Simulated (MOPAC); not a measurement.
# A workflow on C2H6NSi2 (SMILES N#C[SiH]C[SiH3])

Aim: a structure relaxation (doublet C2H6NSi2, MNDO), then vibrational wavenumbers (doublet C2H6NSi2, MNDO), then energy and one-electron properties (doublet C2H6NSi2, MNDO), then the energy (singlet [C2H6NSi2]−, MNDO), then a structure relaxation (singlet [C2H6NSi2]−, MNDO) of C2H6NSi2. 

Program for the calculation: MOPAC 23.2.5.

5 further runs of the same task are left out: 2 that didn't finish, 3 set aside as unsound or not needed.

## 1. The molecule

C2H6NSi2: 11 atoms, total charge 0, spin state doublet. As SMILES, `N#C[SiH]C[SiH3]`. Geometry: relaxed at GFN2-xTB. This is one conformer, not always the lowest. The run starts from this shape.

Bond lengths: N1–C2 1.155 Å, C2–Si3 1.829 Å, Si3–C4 1.890 Å, C4–Si5 1.912 Å, Si3–H6 1.455 Å, C4–H7 1.091 Å, C4–H8 1.091 Å, Si5–H9 1.465 Å, Si5–H10 1.463 Å, Si5–H11 1.460 Å. Some angles: N1–C2–Si3 172.9°, C2–Si3–C4 114.6°, Si3–C4–Si5 114.2°, C2–Si3–H6 112.6°, C4–Si3–H6 118.3°, Si3–C4–H7 108.9°, Si3–C4–H8 109.5°, Si5–C4–H7 109.1°, Si5–C4–H8 108.6°, C4–Si5–H9 108.1°.

## 2. A geometry optimisation at MNDO (run 1)

c2h6nsi2.mop reads:

```
MNDO GNORM=0.1 UHF CYCLES=300 EF AUX(PRECISION=6) T=10M THREADS=1
C2H6NSi2 charge 0
N#C[SiH]C[SiH3]
N 2.437080 1 -1.787410 1 1.714690 1
C 1.477410 1 -1.150970 1 1.623290 1
Si -0.149640 1 -0.317200 1 1.574730 1
C -0.971200 1 -0.295130 1 -0.126730 1
Si -0.057770 1 0.771830 1 -1.423610 1
H -0.177240 1 0.900730 1 2.370600 1
H -1.993520 1 0.070990 1 -0.020230 1
H -1.048980 1 -1.314210 1 -0.507730 1
H -0.031040 1 2.153870 1 -0.937960 1
H -0.787000 1 0.706380 1 -2.690220 1
H 1.301890 1 0.261110 1 -1.576830 1
```

Run with:

```sh
$ mopac c2h6nsi2.mop
```

c2h6nsi2.out:

```text
MOPAC v23.2.5
MNDO CALCULATION RESULTS
[...]
 *  GNORM      - EXIT WHEN GRADIENT NORM DROPS BELOW 0.100
[...]
           Empirical Formula: C2 H6 N Si2  =    11 atoms
      MOLECULAR POINT GROUP   :   C1
[...]
 CYCLE:     1 TIME:   0.012 TIME LEFT: 10.00M  GRAD.:   147.453 HEAT:  37.56956
[...]
 CYCLE:   108 TIME:   0.004 TIME LEFT:  9.99M  GRAD.:     0.067 HEAT:  19.95556
[...]
     SCF FIELD WAS ACHIEVED
[...]
          FINAL HEAT OF FORMATION =         19.95556 KCAL/MOL =      83.49407 KJ/MOL
          COSMO AREA              =        152.10 SQUARE ANGSTROMS
          COSMO VOLUME            =        148.73 CUBIC ANGSTROMS
          GRADIENT NORM           =          0.06715          =       0.02025 PER ATOM
          IONIZATION POTENTIAL    =          7.610893 EV
          ALPHA SOMO LUMO (EV)    =         -7.611  1.427
          BETA  SOMO LUMO (EV)    =        -11.462 -0.212
          NO. OF ALPHA ELECTRONS  =         14
          NO. OF BETA  ELECTRONS  =         13
          MOLECULAR WEIGHT        =        100.2471         POINT GROUP:  C1
[...]
                             CARTESIAN COORDINATES
   1    N        2.277305438    -1.972264442     1.915589024
   2    C        1.376979882    -1.259414113     1.710569202
   3   Si        0.044712843    -0.220947963     1.441327674
   4    C       -0.765995499    -0.300444964    -0.139271715
   5   Si       -0.221960530     0.844992444    -1.420491404
   6    H        0.097411006     0.997731273     2.070258436
   7    H       -1.850820667    -0.137033316     0.028081908
   8    H       -0.682502267    -1.332033549    -0.537495010
   9    H       -0.550588682     2.135058300    -1.061143592
  10    H       -0.822269626     0.542299547    -2.622336218
  11    H        1.147587555     0.760364739    -1.558920820
           Empirical Formula: C2 H6 N Si2  =    11 atoms
[...]
              NET ATOMIC CHARGES AND DIPOLE CONTRIBUTIONS
  ATOM NO.   TYPE          CHARGE      No. of ELECS.   s-Pop       p-Pop
    1          N          -0.084328        5.0843     1.81915     3.26518
    2          C          -0.341742        4.3417     1.36592     2.97582
    3         Si           0.903292        3.0967     1.01704     2.07967
    4          C          -0.692308        4.6923     1.28725     3.40505
    5         Si           1.510735        2.4893     0.99666     1.49261
    6          H          -0.228930        1.2289     1.22893
    7          H           0.031897        0.9681     0.96810
    8          H           0.031752        0.9682     0.96825
    9          H          -0.378160        1.3782     1.37816
   10          H          -0.371585        1.3716     1.37159
   11          H          -0.380624        1.3806     1.38062
 DIPOLE           X         Y         Z       TOTAL
 POINT-CHG.    -2.177     1.481    -0.071     2.634
 HYBRID         0.070    -0.146    -0.463     0.490
 SUM           -2.108     1.335    -0.534     2.551
[...]
                    (S**2)  =    0.757792
[...]
 * JOB ENDED NORMALLY *
[...]
```

Run time: 0.52 s. Hardware: 1 thread of Arm Neoverse N1, shared host.

Step by step:

| step | energy from the first frame kept (eV) | largest force (eV/Å) |
| --- | --- | --- |
| 0 | 0.0000 | 4.0178 |
| 5 | -0.7321 | 0.6529 |
| 10 | -0.7513 | 0.0806 |
| 15 | -0.7546 | 0.0630 |
| 20 | -0.7568 | 0.0260 |
| 25 | -0.7574 | 0.0132 |
| 30 | -0.7578 | 0.0252 |
| 35 | -0.7588 | 0.0178 |
| 40 | -0.7600 | 0.0569 |
| 45 | -0.7606 | 0.0618 |
| 50 | -0.7610 | 0.0154 |
| 55 | -0.7612 | 0.0054 |
| 60 | -0.7612 | 0.0036 |
| 65 | -0.7612 | 0.0035 |
| 70 | -0.7612 | 0.0040 |
| 75 | -0.7616 | 0.0135 |
| 80 | -0.7627 | 0.0162 |
| 85 | -0.7632 | 0.0207 |
| 90 | -0.7635 | 0.0043 |
| 95 | -0.7637 | 0.0075 |
| 100 | -0.7638 | 0.0126 |
| 105 | -0.7639 | 0.0041 |
| 107 | -0.7638 | 0.0013 |

After the run. Bond lengths: N1–C2 1.167 Å, C2–Si3 1.711 Å, Si3–C4 1.778 Å, C4–Si5 1.803 Å, Si3–H6 1.372 Å, C4–H7 1.110 Å, C4–H8 1.109 Å, Si5–H9 1.379 Å, Si5–H10 1.377 Å, Si5–H11 1.379 Å. Some angles: N1–C2–Si3 178.9°, C2–Si3–C4 117.9°, Si3–C4–Si5 117.8°, C2–Si3–H6 115.9°, C4–Si3–H6 117.7°, Si3–C4–H7 107.8°, Si3–C4–H8 109.1°, Si5–C4–H7 108.0°, Si5–C4–H8 108.2°, C4–Si5–H9 109.7°.

## 3. The harmonic vibrations at MNDO (run 2)

mol.mop reads:

```
MNDO LET FORCE UHF THERMO(298,598,100) THREADS=1 AUX(PRECISION=6)


N      2.277305 1    -1.972264 1     1.915589 1
C      1.376980 1    -1.259414 1     1.710569 1
Si     0.044713 1    -0.220948 1     1.441328 1
C     -0.765995 1    -0.300445 1    -0.139272 1
Si    -0.221961 1     0.844992 1    -1.420491 1
H      0.097411 1     0.997731 1     2.070258 1
H     -1.850821 1    -0.137033 1     0.028082 1
H     -0.682502 1    -1.332034 1    -0.537495 1
H     -0.550589 1     2.135058 1    -1.061144 1
H     -0.822270 1     0.542300 1    -2.622336 1
H      1.147588 1     0.760365 1    -1.558921 1
```

Run with:

```sh
$ mopac mol.mop
```

mol.out:

```text
MOPAC v23.2.5
MNDO CALCULATION RESULTS
[...]
           Empirical Formula: C2 H6 N Si2  =    11 atoms
      MOLECULAR POINT GROUP   :   C1
[...]
 DIPOLE           X         Y         Z       TOTAL
 POINT-CHG.     2.598     0.435    -0.030     2.634
 HYBRID        -0.062    -0.420    -0.246     0.490
 SUM            2.536     0.015    -0.276     2.551
          GRADIENT NORM =   0.15210
[...]
          ZERO POINT ENERGY      45.522 KCAL/MOL
[...]
 FREQUENCY            24.69         C  4 -- Si 5         +22.0% (999.0%)      0.2%
[...]
 FREQUENCY            67.12         Si 5 -- H 10         +27.9% (613.6%)      1.4%
[...]
 FREQUENCY          2400.19         Si 3 -- H  6         +98.8% ( 99.7%)    100.0%
[...]
 FREQUENCY          2466.06         N  1 -- C  2         +73.8% ( 99.8%)    100.0%
[...]
 FREQUENCY          3240.14         C  4 -- H  7         +54.2% ( 75.8%)     97.4%
[...]
 FREQUENCY          3300.50         C  4 -- H  8         +55.0% ( 73.3%)     97.7%
[...]
   TEMP. (K)   PARTITION FUNCTION   H.O.F.    ENTHALPY  HEAT CAPACITY ENTROPY
                                   KCAL/MOL   CAL/MOLE    CAL/K/MOL  CAL/K/MOL
 298.00  VIB.     0.2073D+03                  2965.8191    19.3577    20.5526
         ROT.     0.2247D+06                   888.2803     2.9808    27.4685
         INT.     0.4659D+08                  3854.0994    22.3385    48.0211
         TRA.     0.9704D+27                  1480.4672     4.9680    39.7231
         TOT.                       19.956    5334.5666    27.3065    87.7443
 298.00  VIB.     0.2073D+03                  2965.8191    19.3577    20.5526
         ROT.     0.2247D+06                   888.2803     2.9808    27.4685
[...]
           FORCE CONSTANT IN CARTESIAN COORDINATES (Millidynes/A)
    ATOM   CHEMICAL       X               Y               Z
   NUMBER   SYMBOL  FORCE CONSTANT  FORCE CONSTANT  FORCE CONSTANT
      1       N       22.380011        0.295497        0.296761
      2       C       25.856602        0.990324        1.149853
      3      Si        6.468118        2.233549        4.530152
      4       C        7.528504        6.051860        7.185782
      5      Si        5.340677        5.536865        5.385715
      6       H        0.908905        0.284654        2.535234
      7       H        4.197635        1.730170        1.249385
      8       H        2.379325        0.783019        4.060947
      9       H        1.773803        0.424380        1.692227
     10       H        0.693494        1.382980        1.824585
[...]
 * JOB ENDED NORMALLY *
[...]
```

Wall time 0.34 s (1 thread of Arm Neoverse N1, shared host).

## 4. Energy and one-electron properties at MNDO (run 3)

job.mop reads:

```
BONDS DISP SUPER UHF 1SCF MNDO AUX(PRECISION=9) THREADS=1
job C2H6NSi2
N#C[SiH]C[SiH3]
N      2.277305 +1    -1.972264 +1     1.915589 +1
C      1.376980 +1    -1.259414 +1     1.710569 +1
Si     0.044713 +1    -0.220948 +1     1.441328 +1
C     -0.765995 +1    -0.300445 +1    -0.139272 +1
Si    -0.221961 +1     0.844992 +1    -1.420491 +1
H      0.097411 +1     0.997731 +1     2.070258 +1
H     -1.850821 +1    -0.137033 +1     0.028082 +1
H     -0.682502 +1    -1.332034 +1    -0.537495 +1
H     -0.550589 +1     2.135058 +1    -1.061144 +1
H     -0.822270 +1     0.542300 +1    -2.622336 +1
H      1.147588 +1     0.760365 +1    -1.558921 +1
```

Run with:

```sh
$ mopac job.mop
```

job.out (excerpt; [...] marks lines left out):

```text
MOPAC v23.2.5
MNDO CALCULATION RESULTS
[...]
           Empirical Formula: C2 H6 N Si2  =    11 atoms
      MOLECULAR POINT GROUP   :   C1
[...]
     SCF FIELD WAS ACHIEVED
[...]
                              SUM =         19.95559 KCAL/MOL = FINAL HEAT OF FORMATION
          TOTAL ENERGY            =       -722.49629 EV
          ELECTRONIC ENERGY       =      -2336.39617 EV
          CORE-CORE REPULSION     =       1613.89987 EV
          COSMO AREA              =        152.10 SQUARE ANGSTROMS
          COSMO VOLUME            =        148.73 CUBIC ANGSTROMS
          IONIZATION POTENTIAL    =          7.611624 EV
          ALPHA SOMO LUMO (EV)    =         -7.612  1.427
          BETA  SOMO LUMO (EV)    =        -11.463 -0.213
          NO. OF ALPHA ELECTRONS  =         14
          NO. OF BETA  ELECTRONS  =         13
          MOLECULAR WEIGHT        =        100.2471         POINT GROUP:  C1
[...]
                             CARTESIAN COORDINATES
   1    N        2.277305000    -1.972264000     1.915589000
[...]
              NET ATOMIC CHARGES AND DIPOLE CONTRIBUTIONS
  ATOM NO.   TYPE          CHARGE      No. of ELECS.   s-Pop       p-Pop
    1          N          -0.084709        5.0847     1.81915     3.26556
    2          C          -0.341320        4.3413     1.36586     2.97546
    3         Si           0.902995        3.0970     1.01693     2.08008
    4          C          -0.692172        4.6922     1.28724     3.40493
    5         Si           1.510726        2.4893     0.99667     1.49261
    6          H          -0.228786        1.2288     1.22879
    7          H           0.031875        0.9681     0.96813
    8          H           0.031745        0.9683     0.96825
    9          H          -0.378158        1.3782     1.37816
   10          H          -0.371586        1.3716     1.37159
   11          H          -0.380610        1.3806     1.38061
 DIPOLE           X         Y         Z       TOTAL
 POINT-CHG.    -2.179     1.483    -0.072     2.636
 HYBRID         0.068    -0.147    -0.462     0.489
 SUM           -2.110     1.336    -0.534     2.554
[...]
                    (S**2)  =    0.757928
[...]
 * JOB ENDED NORMALLY *
[...]
```

It took 0.04 s on 1 thread of Arm Neoverse N1, shared host.

Atomic charges (e):

| atom | program's own |
| --- | --- |
| N1 | -0.085 |
| C2 | -0.341 |
| Si3 | +0.903 |
| C4 | -0.692 |
| Si5 | +1.511 |
| H6 | -0.229 |
| H7 | +0.032 |
| H8 | +0.032 |
| H9 | -0.378 |
| H10 | -0.372 |
| H11 | -0.381 |

## 5. The singlet anion: a single-point energy at MNDO (run 4)

job.mop reads:

```
MNDO DISP 1SCF CHARGE=-1 AUX(PRECISION=9) THREADS=1
C2H6NSi2 charge -1

N      2.277305 1    -1.972264 1     1.915589 1
C      1.376980 1    -1.259414 1     1.710569 1
Si     0.044713 1    -0.220948 1     1.441328 1
C     -0.765995 1    -0.300445 1    -0.139272 1
Si    -0.221961 1     0.844992 1    -1.420491 1
H      0.097411 1     0.997731 1     2.070258 1
H     -1.850821 1    -0.137033 1     0.028082 1
H     -0.682502 1    -1.332034 1    -0.537495 1
H     -0.550589 1     2.135058 1    -1.061144 1
H     -0.822270 1     0.542300 1    -2.622336 1
H      1.147588 1     0.760365 1    -1.558921 1
```

Run with:

```sh
$ mopac job.mop
```

job.out:

```text
MOPAC v23.2.5
MNDO CALCULATION RESULTS
[...]
           Empirical Formula: C2 H6 N Si2  =    11 atoms
      MOLECULAR POINT GROUP   :   C1
[...]
     SCF FIELD WAS ACHIEVED
[...]
                              SUM =          5.11877 KCAL/MOL = FINAL HEAT OF FORMATION
          TOTAL ENERGY            =       -723.13968 EV
          ELECTRONIC ENERGY       =      -2337.03955 EV
          CORE-CORE REPULSION     =       1613.89987 EV
          COSMO AREA              =        152.10 SQUARE ANGSTROMS
          COSMO VOLUME            =        148.73 CUBIC ANGSTROMS
          IONIZATION POTENTIAL    =          1.103256 EV
          HOMO LUMO ENERGIES (EV) =         -1.103  6.129
          NO. OF FILLED LEVELS    =         14
          MOLECULAR WEIGHT        =        100.2471         POINT GROUP:  C1
[...]
                             CARTESIAN COORDINATES
   1    N        2.277305000    -1.972264000     1.915589000
   2    C        1.376980000    -1.259414000     1.710569000
   3   Si        0.044713000    -0.220948000     1.441328000
   4    C       -0.765995000    -0.300445000    -0.139272000
   5   Si       -0.221961000     0.844992000    -1.420491000
   6    H        0.097411000     0.997731000     2.070258000
   7    H       -1.850821000    -0.137033000     0.028082000
   8    H       -0.682502000    -1.332034000    -0.537495000
   9    H       -0.550589000     2.135058000    -1.061144000
  10    H       -0.822270000     0.542300000    -2.622336000
  11    H        1.147588000     0.760365000    -1.558921000
           Empirical Formula: C2 H6 N Si2  =    11 atoms
[...]
              NET ATOMIC CHARGES AND DIPOLE CONTRIBUTIONS
  ATOM NO.   TYPE          CHARGE      No. of ELECS.   s-Pop       p-Pop
    1          N          -0.340735        5.3407     1.81710     3.52364
    2          C          -0.100567        4.1006     1.34388     2.75669
    3         Si          -0.167559        4.1676     0.99188     3.17568
    4          C          -0.426700        4.4267     1.26338     3.16332
    5         Si           1.434406        2.5656     0.99963     1.56596
    6          H          -0.157695        1.1577     1.15769
    7          H          -0.029038        1.0290     1.02904
    8          H          -0.025231        1.0252     1.02523
    9          H          -0.392653        1.3927     1.39265
   10          H          -0.411853        1.4119     1.41185
   11          H          -0.382375        1.3824     1.38238
 DIPOLE           X         Y         Z       TOTAL
 POINT-CHG.    -2.050     2.142    -4.038     5.009
 HYBRID         0.432     0.317    -0.890     1.039
 SUM           -1.618     2.459    -4.928     5.740
[...]
 * JOB ENDED NORMALLY *
[...]
```

Run time: 0.04 s. Hardware: 1 thread of Arm Neoverse N1, shared host.

## 6. The singlet anion: a structure relaxation at MNDO (run 5)

input.mop reads:

```
SINGLET CHARGE=-1 CYCLES=200 GNORM=0.1 MNDO THREADS=1 AUX(PRECISION=6)
C2H6NSi2

N      2.277305 1    -1.972264 1     1.915589 1
C      1.376980 1    -1.259414 1     1.710569 1
Si     0.044713 1    -0.220948 1     1.441328 1
C     -0.765995 1    -0.300445 1    -0.139272 1
Si    -0.221961 1     0.844992 1    -1.420491 1
H      0.097411 1     0.997731 1     2.070258 1
H     -1.850821 1    -0.137033 1     0.028082 1
H     -0.682502 1    -1.332034 1    -0.537495 1
H     -0.550589 1     2.135058 1    -1.061144 1
H     -0.822270 1     0.542300 1    -2.622336 1
H      1.147588 1     0.760365 1    -1.558921 1
```

Run with:

```sh
$ mopac input.mop
```

input.out (excerpt; [...] marks lines left out):

```text
MOPAC v23.2.5
MNDO CALCULATION RESULTS
[...]
 *  GNORM      - EXIT WHEN GRADIENT NORM DROPS BELOW 0.100
[...]
           Empirical Formula: C2 H6 N Si2  =    11 atoms
      MOLECULAR POINT GROUP   :   C1
[...]
 CYCLE:     1 TIME:   0.008 TIME LEFT:  2.00D  GRAD.:    52.284 HEAT:  5.118771
[...]
 CYCLE:    61 TIME:   0.004 TIME LEFT:  2.00D  GRAD.:     0.062 HEAT: 0.5202060
[...]
     SCF FIELD WAS ACHIEVED
[...]
          FINAL HEAT OF FORMATION =          0.52021 KCAL/MOL =       2.17654 KJ/MOL
          COSMO AREA              =        149.45 SQUARE ANGSTROMS
          COSMO VOLUME            =        145.42 CUBIC ANGSTROMS
          GRADIENT NORM           =          0.06228          =       0.01878 PER ATOM
          IONIZATION POTENTIAL    =          1.468834 EV
          HOMO LUMO ENERGIES (EV) =         -1.469  6.390
          NO. OF FILLED LEVELS    =         14
          MOLECULAR WEIGHT        =        100.2471         POINT GROUP:  C1
[...]
                             CARTESIAN COORDINATES
   1    N        2.158601426    -2.043928918     2.058756689
   2    C        1.382118979    -1.236740828     1.716201283
   3   Si        0.269565613    -0.043889653     1.234585279
   4    C       -0.782596171    -0.392968108    -0.176895659
   5   Si       -0.245594257     0.845337901    -1.338391832
[...]
              NET ATOMIC CHARGES AND DIPOLE CONTRIBUTIONS
  ATOM NO.   TYPE          CHARGE      No. of ELECS.   s-Pop       p-Pop
    1          N          -0.329312        5.3293     1.81907     3.51025
    2          C          -0.105862        4.1059     1.34523     2.76063
    3         Si          -0.167838        4.1678     1.02452     3.14332
    4          C          -0.495124        4.4951     1.26541     3.22971
    5         Si           1.568328        2.4317     0.98083     1.45084
    6          H          -0.165343        1.1653     1.16534
    7          H          -0.022868        1.0229     1.02287
    8          H          -0.017619        1.0176     1.01762
    9          H          -0.406195        1.4062     1.40620
   10          H          -0.456720        1.4567     1.45672
   11          H          -0.401447        1.4014     1.40145
 DIPOLE           X         Y         Z       TOTAL
 POINT-CHG.    -1.040     2.530    -3.755     4.646
 HYBRID        -1.398    -1.580     0.871     2.283
 SUM           -2.438     0.949    -2.884     3.894
[...]
 * JOB ENDED NORMALLY *
[...]
```

It took 0.28 s on 1 thread of Arm Neoverse N1, shared host.

Step by step:

```csv
step,energy from the first frame kept (eV),largest force (eV/Å)
0,0.0000,1.4493
3,-0.0684,0.6001
6,-0.0958,0.5716
9,-0.1247,0.5630
12,-0.1566,0.4573
15,-0.1654,0.4968
18,-0.1754,0.1602
21,-0.1824,0.1172
24,-0.1902,0.0759
27,-0.1957,0.1072
30,-0.1962,0.0386
33,-0.1967,0.0925
36,-0.1972,0.0183
39,-0.1973,0.0650
42,-0.1982,0.0266
45,-0.1986,0.0193
48,-0.1990,0.0183
51,-0.1993,0.0248
54,-0.1994,0.0070
57,-0.1994,0.0037
60,-0.1994,0.0017
```

After the run. Bond lengths: N1–C2 1.171 Å, C2–Si3 1.701 Å, Si3–C4 1.795 Å, C4–Si5 1.781 Å, Si3–H6 1.387 Å, C4–H7 1.107 Å, C4–H8 1.106 Å, Si5–H9 1.389 Å, Si5–H10 1.403 Å, Si5–H11 1.387 Å. Some angles: N1–C2–Si3 179.0°, C2–Si3–C4 118.0°, Si3–C4–Si5 101.6°, C2–Si3–H6 115.3°, C4–Si3–H6 116.1°, Si3–C4–H7 111.1°, Si3–C4–H8 111.8°, Si5–C4–H7 113.4°, Si5–C4–H8 113.2°, C4–Si5–H9 115.0°.

## 7. Outcome

| quantity | value |
| --- | --- |
| run 1, MNDO: dipole moment | 2.55 D |
| run 1, MNDO: HOMO energy (over α and β) | -7.61 eV |
| run 1, MNDO: LUMO energy (over α and β) | -0.21 eV |
| run 1, MNDO: heat of formation | 20.0 kcal/mol |
| run 1, MNDO: ⟨S²⟩ | 0.758 |
| run 2, MNDO: lowest harmonic wavenumber | 25 cm⁻¹ |
| run 2, MNDO: highest harmonic wavenumber | 3300 cm⁻¹ |
| run 2, MNDO: zero-point energy | 190.5 kJ/mol |
| run 3, MNDO: total energy | -26.55125 Eh |
| singlet anion, run 4: total energy | -26.57489 Eh |
| singlet anion, run 4: HOMO energy | -1.10 eV |
| singlet anion, run 4: LUMO energy | 6.13 eV |
| singlet anion, run 4: HOMO–LUMO gap | 7.23 eV |
| singlet anion, run 4: heat of formation | 5.1 kcal/mol |
| singlet anion, run 5: HOMO energy | -1.47 eV |
| singlet anion, run 5: LUMO energy | 6.39 eV |
| singlet anion, run 5: HOMO–LUMO gap | 7.86 eV |
| singlet anion, run 5: heat of formation | 0.5 kcal/mol |
| vertical electron affinity (to the singlet anion) | 0.643 eV |
| adiabatic electron affinity (to the singlet anion, no zero-point term) | 0.843 eV |

What this shows: At fixed nuclei the extra electron is bound by 0.64 eV (62.1 kJ/mol). A minimal valence basis can't be trusted even for the sign of an electron affinity. The adiabatic electron affinity (to the singlet anion, no zero-point term) is 0.84 eV (81.3 kJ/mol). The optimisation (run 1, MNDO) took 107 steps and changed the energy by -0.764 eV. All 27 modes (run 2, MNDO) are real, though the softest (25 cm⁻¹) is within numerical noise. The optimisation (singlet anion, run 5) took 60 steps and changed the energy by -0.199 eV.
